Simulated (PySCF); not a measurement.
# One shape, several levels: CH5AlBrN (SMILES [CH3][Al]([NH2])[Br])

Aim: a comparison of 6 runs (HF/cc-pVDZ, HF/def2-SVP, HF/def2-SVPD, B3LYP/6-31G*, r2SCAN/def2-SVP) of CH5AlBrN. Input form: a Python script.

Program for the calculation: PySCF 2.14.0.

1 further run of the same task is left out (for a known fault of the program).

## 1. Starting point

The species is CH5AlBrN (9 atoms), meant as a singlet with charge 0. As SMILES, `[CH3][Al]([NH2])[Br]`. The shape is that of a PBE0-D4/def2-TZVP optimisation.

Bond lengths: C1–Al2 1.937 Å, Al2–N3 1.760 Å, Al2–Br4 2.268 Å, C1–H5 1.093 Å, C1–H6 1.093 Å, C1–H7 1.094 Å, N3–H8 1.007 Å, N3–H9 1.007 Å. Some angles: C1–Al2–N3 123.9°, C1–Al2–Br4 120.6°, N3–Al2–Br4 115.5°, Al2–C1–H5 110.8°, Al2–C1–H6 112.0°, Al2–C1–H7 110.7°, Al2–N3–H8 124.9°, Al2–N3–H9 124.5°, H5–C1–H6 108.1°, H5–C1–H7 106.9°.

## 2. Energy and forces at HF/cc-pVDZ (run 1)

input.py

```python
import pyscf.grad
from pyscf import gto, scf

system = gto.M(
    atom='''
C       -0.136800       1.371900      -0.621500
Al      -0.063900      -0.531700      -0.271600
N        0.328800      -1.226400       1.296900
Br      -0.493200      -2.026000      -1.922600
H       -1.118600       1.658500      -1.008300
H        0.060400       1.961600       0.277000
H        0.598000       1.654500      -1.380700
H        0.542600      -0.694800       2.124800
H        0.371000      -2.214000       1.488800
''',
    max_memory=1860,
    spin=0,
    verbose=3,
    basis='cc-pvdz',
)

calc0 = scf.RHF(system)
calc0.conv_tol = 1e-10
calc0.kernel()
if not calc0.converged:
    calc0 = calc0.newton().run(calc0.mo_coeff, calc0.mo_occ)

etot = calc0.e_tot
print(f'total energy: {etot:.8f} hartree')
grad = calc0.Gradients().kernel()
calc0.analyze()
```

The run is started by

```sh
$ OMP_NUM_THREADS=1 python input.py
```

Log:

```text
converged SCF energy = -2909.65849880588
[... 17 lines left out ...]
MO #8   energy= -11.2086605391332  occ= 2
[... 8 lines left out ...]
MO #17  energy= -3.17502216396675  occ= 2
[... 8 lines left out ...]
MO #26  energy= -0.597103390800889 occ= 2
[... 8 lines left out ...]
MO #35  energy= 0.125377883756014  occ= 0
[... 8 lines left out ...]
MO #44  energy= 0.353587289212028  occ= 0
[... 8 lines left out ...]
MO #53  energy= 0.71734962874136   occ= 0
[... 8 lines left out ...]
MO #62  energy= 0.891970155035222  occ= 0
[... 8 lines left out ...]
MO #71  energy= 1.30420389755519   occ= 0
[... 8 lines left out ...]
MO #80  energy= 1.90369691680466   occ= 0
[... 8 lines left out ...]
MO #89  energy= 2.3982461260877    occ= 0
[... 8 lines left out ...]
MO #98  energy= 3.31380399230844   occ= 0
[... 10 lines left out ...]
Dipole moment(X, Y, Z, Debye):  0.56178,  1.30671,  2.17257
```

It took 17 s on 1 thread of Intel Xeon at 2.70GHz, shared host; peak memory 0.21 GiB.

## 3. Energy and gradient at HF/def2-SVP (run 2)

run.py

```python
import pyscf.grad
from pyscf import gto, scf

molecule = gto.M(
    atom=[
    ('C', (-0.136800, 1.371900, -0.621500)),
    ('Al', (-0.063900, -0.531700, -0.271600)),
    ('N', (0.328800, -1.226400, 1.296900)),
    ('Br', (-0.493200, -2.026000, -1.922600)),
    ('H', (-1.118600, 1.658500, -1.008300)),
    ('H', (0.060400, 1.961600, 0.277000)),
    ('H', (0.598000, 1.654500, -1.380700)),
    ('H', (0.542600, -0.694800, 2.124800)),
    ('H', (0.371000, -2.214000, 1.488800)),
],
    basis='def2-svp',
    verbose=4,
    charge=0,
    max_memory=1860,
)

mf = scf.RHF(molecule)
mf.conv_tol = 1e-10
mf.kernel()
if not mf.converged:
    mf = mf.newton().run(mf.mo_coeff, mf.mo_occ)

energy = mf.e_tot
print('E(%s) = %.9f' % ('HF', energy))
grad = mf.Gradients().kernel()
mf.analyze()
```

The run is started by

```sh
$ OMP_NUM_THREADS=1 python run.py
```

Log:

```text
PySCF version 2.14.0

[... 89 lines left out ...]
MO #3   energy= -58.4844192392406  occ= 2
[... 9 lines left out ...]
MO #13  energy= -4.89695772281425  occ= 2
[... 9 lines left out ...]
MO #23  energy= -0.981510480848343 occ= 2
[... 9 lines left out ...]
MO #33  energy= -0.398324706807216 occ= 2
[... 9 lines left out ...]
MO #43  energy= 0.300433380667374  occ= 0
[... 9 lines left out ...]
MO #53  energy= 0.736548409961371  occ= 0
[... 9 lines left out ...]
MO #63  energy= 0.932532767618706  occ= 0
[... 9 lines left out ...]
MO #73  energy= 1.38061791966022   occ= 0
[... 9 lines left out ...]
MO #83  energy= 2.20445026905683   occ= 0
[... 9 lines left out ...]
MO #93  energy= 3.03488560783014   occ= 0
[... 9 lines left out ...]
MO #103 energy= 4.1690493493856    occ= 0
[... 76 lines left out ...]
pop of  3 Br 5dyz         0.00001
pop of  3 Br 5dz^2        0.00003
pop of  3 Br 5dxz         0.00001
pop of  3 Br 5dx2-y2      0.00001
pop of  4 H 1s            0.89039
pop of  4 H 2s            0.00657
pop of  4 H 2px           0.00116
pop of  4 H 2py           0.00033
pop of  4 H 2pz           0.00024
pop of  5 H 1s            0.89619
pop of  5 H 2s            0.00626
pop of  5 H 2px           0.00007
pop of  5 H 2py           0.00067
pop of  5 H 2pz           0.00098
pop of  6 H 1s            0.89060
pop of  6 H 2s            0.00654
pop of  6 H 2px           0.00064
pop of  6 H 2py           0.00033
pop of  6 H 2pz           0.00076
pop of  7 H 1s            0.77602
pop of  7 H 2s            0.00927
pop of  7 H 2px           0.00144
pop of  7 H 2py           0.00056
pop of  7 H 2pz           0.00143
pop of  8 H 1s            0.77191
pop of  8 H 2s            0.00982
pop of  8 H 2px           0.00131
pop of  8 H 2py           0.00183
pop of  8 H 2pz           0.00023
 ** Mulliken atomic charges  **
charge of    0C =     -0.58286
charge of    1Al =      0.96131
charge of    2N =     -0.73722
charge of    3Br =     -0.36569
charge of    4H =      0.10131
charge of    5H =      0.09584
charge of    6H =      0.10113
charge of    7H =      0.21129
charge of    8H =      0.21491
Dipole moment(X, Y, Z, Debye):  0.57414,  1.24394,  2.22471
```

It took 15 s on 1 thread of Intel Xeon at 2.70GHz, shared host; peak memory 0.23 GiB.

Runs 3 to 5 aren't shown in full; the table further down has their settings and results.

## 4. Energy and forces at r2SCAN/def2-SVP (run 6)

mol.xyz

```xyz
9

C     -0.136800     1.371900    -0.621500
Al    -0.063900    -0.531700    -0.271600
N      0.328800    -1.226400     1.296900
Br    -0.493200    -2.026000    -1.922600
H     -1.118600     1.658500    -1.008300
H      0.060400     1.961600     0.277000
H      0.598000     1.654500    -1.380700
H      0.542600    -0.694800     2.124800
H      0.371000    -2.214000     1.488800
```

run.py

```python
from pyscf import gto, dft

system = gto.Mole()
system.atom = 'mol.xyz'
system.verbose = 4
system.max_memory = 1860
system.charge = 0
system.basis = 'def2-svp'
system.build()

calc0 = dft.RKS(system, xc='r2scan')
calc0.grids.level = 5
calc0.conv_tol = 1e-10
calc0.kernel()
if not calc0.converged:
    calc0 = calc0.newton().run(calc0.mo_coeff, calc0.mo_occ)

e_final = calc0.e_tot
print('E(%s) = %.9f' % ('R2SCAN', e_final))
grad = calc0.nuc_grad_method().kernel()
calc0.analyze()
```

The run is started by

```sh
$ OMP_NUM_THREADS=1 python run.py
```

Log:

```text
PySCF version 2.14.0

[... 107 lines left out ...]
MO #3   energy= -56.0396144509711  occ= 2
[... 9 lines left out ...]
MO #13  energy= -4.07243061584646  occ= 2
[... 9 lines left out ...]
MO #23  energy= -0.710560128226635 occ= 2
[... 9 lines left out ...]
MO #33  energy= -0.232954660253937 occ= 2
[... 9 lines left out ...]
MO #43  energy= 0.17999676061349   occ= 0
[... 9 lines left out ...]
MO #53  energy= 0.525395702026673  occ= 0
[... 9 lines left out ...]
MO #63  energy= 0.71428581157127   occ= 0
[... 9 lines left out ...]
MO #73  energy= 1.13146469519959   occ= 0
[... 9 lines left out ...]
MO #83  energy= 1.95782794090989   occ= 0
[... 9 lines left out ...]
MO #93  energy= 2.74212102582567   occ= 0
[... 9 lines left out ...]
MO #103 energy= 3.71274825687176   occ= 0
[... 76 lines left out ...]
pop of  3 Br 5dyz         0.00001
pop of  3 Br 5dz^2        0.00002
pop of  3 Br 5dxz         0.00001
pop of  3 Br 5dx2-y2      0.00001
pop of  4 H 1s            0.86681
pop of  4 H 2s            0.00687
pop of  4 H 2px           0.00075
pop of  4 H 2py           0.00038
pop of  4 H 2pz           0.00022
pop of  5 H 1s            0.87342
pop of  5 H 2s            0.00633
pop of  5 H 2px           0.00013
pop of  5 H 2py           0.00055
pop of  5 H 2pz           0.00067
pop of  6 H 1s            0.86695
pop of  6 H 2s            0.00685
pop of  6 H 2px           0.00046
pop of  6 H 2py           0.00039
pop of  6 H 2pz           0.00052
pop of  7 H 1s            0.76647
pop of  7 H 2s            0.00900
pop of  7 H 2px           0.00153
pop of  7 H 2py           0.00045
pop of  7 H 2pz           0.00095
pop of  8 H 1s            0.76311
pop of  8 H 2s            0.00948
pop of  8 H 2px           0.00143
pop of  8 H 2py           0.00114
pop of  8 H 2pz           0.00029
 ** Mulliken atomic charges  **
charge of    0C =     -0.62298
charge of    1Al =      0.82147
charge of    2N =     -0.68533
charge of    3Br =     -0.32800
charge of    4H =      0.12497
charge of    5H =      0.11890
charge of    6H =      0.12484
charge of    7H =      0.22159
charge of    8H =      0.22454
Dipole moment(X, Y, Z, Debye):  0.58820,  1.13581,  2.27753
```

Wall time 65 s (1 thread of Intel Xeon at 2.70GHz, shared host); peak memory 1 GiB.

## 5. Overview of the runs

```csv
run,level,integration grid,Cartesian functions,energy (Eh),dipole moment (D),HOMO energy (eV),LUMO energy (eV),wall time
1,HF/cc-pVDZ,–,no,-2909.658499,2.60,-10.78,2.94,17 s
2,HF/def2-SVP,–,no,-2909.227219,2.61,-10.84,2.95,15 s
3,HF/def2-SVPD,–,no,-2909.241176,2.51,-10.99,1.25,41 s
4,B3LYP/6-31G* (spherical functions),5,no,-2912.288864,2.80,-7.10,-0.06,46 s
5,B3LYP/6-31G* (Cartesian functions),5,yes,-2912.300974,2.80,-7.10,-0.07,49 s
6,r2SCAN/def2-SVP,5,no,-2912.021759,2.61,-6.34,-0.28,65 s
```

## 6. What came out

| quantity | value |
| --- | --- |
| run 6: total energy | -2912.02176 Eh |
| run 6: dipole moment | 2.61 D |
| run 6: HOMO energy | -6.34 eV |
| run 6: LUMO energy | -0.28 eV |
| run 6: HOMO–LUMO gap | 6.05 eV |
| run 6: largest force on an atom | 0.406 eV/Å |

In words: The dipole moment (its size) runs from 2.51 D (HF/def2-SVPD) to 2.80 D (B3LYP/6-31G*). The two ends differ in method and basis. The HOMO–LUMO gap runs from 6.05 eV (r2SCAN/def2-SVP) to 13.79 eV (HF/def2-SVP). Exact exchange widens orbital gaps. Totals of different functionals can't be ranked against each other. All runs together took 3.9 min, the longest 65 s.
